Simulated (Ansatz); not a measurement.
**C7H14: basis-set convergence**

One table from this session's results is given with a row withheld; the runs are named, their logs left out.

The runs use Ansatz 0.2.0, Gaussian basis; one geometry, several basis sets.

The runs, in order: PBE0-D4/def2-SVP; ωB97M-V/def2-SVP; PBE0-D4/def2-QZVPP; ωB97M-V/def2-QZVPP; the functionals' def2-TZVPP values are taken from earlier runs.

## Structure used throughout

The geometry comes from an earlier relaxation with PBE0-D4 in a triple-zeta def2 set; it is a stationary point, not always the lowest conformer.

SMILES `C=C(CC)C(C)C`, 21 atoms, charge 0, spin multiplicity 1.

Atoms are counted from 1 here; the program's logs count them from 0.

Bond lengths: C1–C2 1.329 Å, C1–H8 1.083 Å, C1–H9 1.085 Å, C2–C3 1.504 Å, C2–C5 1.511 Å, C3–C4 1.526 Å, C3–H10 1.096 Å, C3–H11 1.093 Å, C4–H12 1.092 Å, C4–H13 1.093 Å, C4–H14 1.093 Å, C5–C6 1.520 Å, C5–C7 1.530 Å, C5–H15 1.098 Å, C6–H16 1.093 Å, C6–H17 1.093 Å, C6–H18 1.092 Å, C7–H19 1.092 Å and more. Angles: C2–C1–H8 122.5°, C2–C1–H9 120.9°, H8–C1–H9 116.6°, C1–C2–C3 120.7°, C1–C2–C5 123.2°, C3–C2–C5 116.0°, C2–C3–C4 112.7°, C2–C3–H10 109.9°, C2–C3–H11 109.3°, C4–C3–H10 109.0°, C4–C3–H11 109.3°, H10–C3–H11 106.5°, C3–C4–H12 110.6°, C3–C4–H13 111.7°, C3–C4–H14 110.9°, H12–C4–H13 107.7°, H12–C4–H14 108.2°, H13–C4–H14 107.5° and more.

Geometry (Å):

```
C    -0.7315   -1.7512    0.2720
C    -0.0366   -0.6712   -0.0718
C     0.9681   -0.7278   -1.1894
C     0.4469   -0.1045   -2.4813
C    -0.1984    0.6684    0.6074
C    -1.5184    0.8417    1.3402
C     0.9719    0.9245    1.5591
H    -1.4902   -1.7335    1.0447
H    -0.5611   -2.7027   -0.2206
H     1.8875   -0.2123   -0.8902
H     1.2418   -1.7697   -1.3757
H    -0.4400   -0.6353   -2.8343
H     0.1736    0.9444   -2.3432
H     1.2045   -0.1462   -3.2674
H    -0.1515    1.4335   -0.1787
H    -1.6044    1.8590    1.7298
H    -1.5923    0.1609    2.1926
H    -2.3697    0.6535    0.6828
H     1.9375    0.8350    1.0577
H     0.9531    0.2042    2.3813
H     0.9093    1.9292    1.9850
```

Set-up of the first run:

in.yaml reads:

```yaml
crystal:
  periodic: [false, false, false]
  atoms:
    - {symbol: C, position_ang: [-0.731500, -1.751169, 0.271993]}
    - {symbol: C, position_ang: [-0.036623, -0.671178, -0.071821]}
    - {symbol: C, position_ang: [0.968111, -0.727811, -1.189355]}
    - {symbol: C, position_ang: [0.446930, -0.104498, -2.481263]}
    - {symbol: C, position_ang: [-0.198412, 0.668385, 0.607384]}
    - {symbol: C, position_ang: [-1.518391, 0.841747, 1.340224]}
    - {symbol: C, position_ang: [0.971863, 0.924473, 1.559120]}
    - {symbol: H, position_ang: [-1.490229, -1.733451, 1.044715]}
    - {symbol: H, position_ang: [-0.561107, -2.702707, -0.220643]}
    - {symbol: H, position_ang: [1.887519, -0.212345, -0.890205]}
    - {symbol: H, position_ang: [1.241778, -1.769711, -1.375716]}
    - {symbol: H, position_ang: [-0.440036, -0.635298, -2.834326]}
    - {symbol: H, position_ang: [0.173569, 0.944370, -2.343193]}
    - {symbol: H, position_ang: [1.204531, -0.146187, -3.267396]}
    - {symbol: H, position_ang: [-0.151489, 1.433542, -0.178671]}
    - {symbol: H, position_ang: [-1.604434, 1.858959, 1.729832]}
    - {symbol: H, position_ang: [-1.592329, 0.160929, 2.192584]}
    - {symbol: H, position_ang: [-2.369690, 0.653534, 0.682777]}
    - {symbol: H, position_ang: [1.937498, 0.835016, 1.057694]}
    - {symbol: H, position_ang: [0.953147, 0.204179, 2.381280]}
    - {symbol: H, position_ang: [0.909284, 1.929219, 1.984976]}
basis:
  gaussian: {orbitals: def2-SVP}
hamiltonian: {xc: pbe0, dispersion: d4}
output: {orbitals: {seedname: orbitals}}
```

On the command line:

```sh
$ ansatz run in.yaml --threads 2 --pin off --events-out ev --progress --plain --max-ram 32768MiB --backend cpu
```

Among the steps run: PBE0-D4 in def2-SVP; ωB97M-V in def2-SVP; PBE0-D4 in def2-QZVPP; ωB97M-V in def2-QZVPP.

One of the session's tables, all rows but one given; the rest of the session is left out.

It belongs to the step «Density functionals: the series». 

| functional | basis | HOMO (eV) | LUMO (eV) |
| --- | --- | --- | --- |
| PBE0-D4 | def2-SVP | -6.97 | 0.72 |
| PBE0-D4 | def2-TZVPP | -7.01 | 0.50 |
| PBE0-D4 | def2-QZVPP | -7.02 | 0.38 |
| ωB97M-V | def2-SVP | ? | ? |
| ωB97M-V | def2-TZVPP | -9.27 | 2.49 |
| ωB97M-V | def2-QZVPP | -9.27 | 1.80 |

**Question.** Estimate the row for ωB97M-V, def2-SVP.

The run gave: HOMO (eV): -9.22; LUMO (eV): 2.85. In the column «HOMO (eV)» it lies between ωB97M-V, def2-QZVPP (-9.27) and PBE0-D4, def2-QZVPP (-7.02).
